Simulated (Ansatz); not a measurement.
Task: a ladder of methods at one geometry of FGeH₃O₂, SMILES [OH][GeH]([OH])[F], with Ansatz 0.2.0 through its Python package. Give the script and its output. Settings (for the species named): LC-wPBE, def2-SVP basis, multiplicity 1. The script varies functional: lc_wpbe, pbe0, lda, blyp, r2scan0, hse06.

```yaml
atoms:
  - { symbol: O, position_ang: [-0.3242, 1.0522, -0.9961] }
  - { symbol: Ge, position_ang: [-0.1138, -0.0660, 0.3273] }
  - { symbol: O, position_ang: [1.5731, -0.5670, 0.3371] }
  - { symbol: F, position_ang: [-1.0586, -1.4603, 0.0880] }
  - { symbol: H, position_ang: [-1.3257, 1.3410, -0.9523] }
  - { symbol: H, position_ang: [-0.4665, 0.6288, 1.6755] }
  - { symbol: H, position_ang: [1.7770, -0.9967, -0.5252] }
```

The script, `run_methods.py`:
```python
# -*- coding: utf-8 -*-
from pathlib import Path
import argparse

import ansatz as az
from ase import Atoms
import numpy as np

parser = argparse.ArgumentParser(description="One geometry of FGeH3O2, method by method.")
parser.add_argument("--basis", required=True, help="basis")
args = parser.parse_args()

atoms = Atoms(["O", "Ge", "O", "F", "H", "H", "H"], positions=[
    (-0.3242, 1.0522, -0.9961),
    (-0.1138, -0.066, 0.3273),
    (1.5731, -0.567, 0.3371),
    (-1.0586, -1.4603, 0.088),
    (-1.3257, 1.341, -0.9523),
    (-0.4665, 0.6288, 1.6755),
    (1.777, -0.9967, -0.5252),
])
system = az.Crystal.molecule_from_ase(atoms)

setup = system.calculation().basis(gaussian=args.basis)

print("functional    E (Ha)        dipole (D)   HOMO (eV)  LUMO (eV)")
for name in ["lc_wpbe", "pbe0", "lda", "blyp", "r2scan0", "hse06"]:
    report = setup.functional(name).forces().orbitals().run(threads=1, runs_dir="runs").report
    lines = Path(report["orbitals_path"]).read_text().splitlines()
    field_of = lambda key: [line.split("=")[1].strip() for line in lines if line.startswith(key)]
    orbitals = [(27.211386 * float(e), s, float(n)) for e, s, n in zip(field_of("Ene="), field_of("Spin="), field_of("Occup="))]
    homo = max(e for e, _, n in orbitals if n > 0.5)
    lumo = min(e for e, _, n in orbitals if n < 0.5)
    dipole = 4.803205 * np.linalg.norm(report["charge_distribution"]["dipole_moment_e_ang"])
    print(f"{name:10s} {report['free_energy_ev'] / 27.211386246:14.6f} {dipole:9.3f} {homo:11.3f} {lumo:10.3f}")
```

```console
$ python run_methods.py --basis def2-SVP
functional    E (Ha)        dipole (D)   HOMO (eV)  LUMO (eV)
lc_wpbe      -2328.306042     1.585     -11.994      2.636
pbe0         -2328.197350     1.540      -9.142      0.222
lda          -2323.834020     1.492      -7.402     -0.958
blyp         -2328.730494     1.403      -7.110     -0.770
r2scan0      -2328.535570     1.592      -9.489      0.539
hse06        -2328.187903     1.538      -8.732     -0.159
```

Notes:
- Total energies depend on the basis set; only differences at equal settings carry meaning.
- The geometry is a force-field or estimated start, not a minimum of this method, and the basis set is short of its limit. A lower total doesn't mark the better method: functionals have no common bound, and MP2 and coupled cluster aren't variational.
- Levels such as HOMO and LUMO are orbital energies: with these approximate functionals they aren't the ionisation energy and electron affinity, and their gap isn't the fundamental gap.
- hse06 follows the composition of plane-wave codes, whose totals differ by tens of mHa, up to about 0.1 Ha, from the form usual in Gaussian-basis programs (wpbeh).
- The whole script took 17 s on 1 thread of Arm Neoverse V2, with other jobs on the host, peak memory 0.27 GiB.

(A comment or docstring line of the script was reworded after the run, the code is as it ran; lines on the test bed's own set-up are left out of the output.)
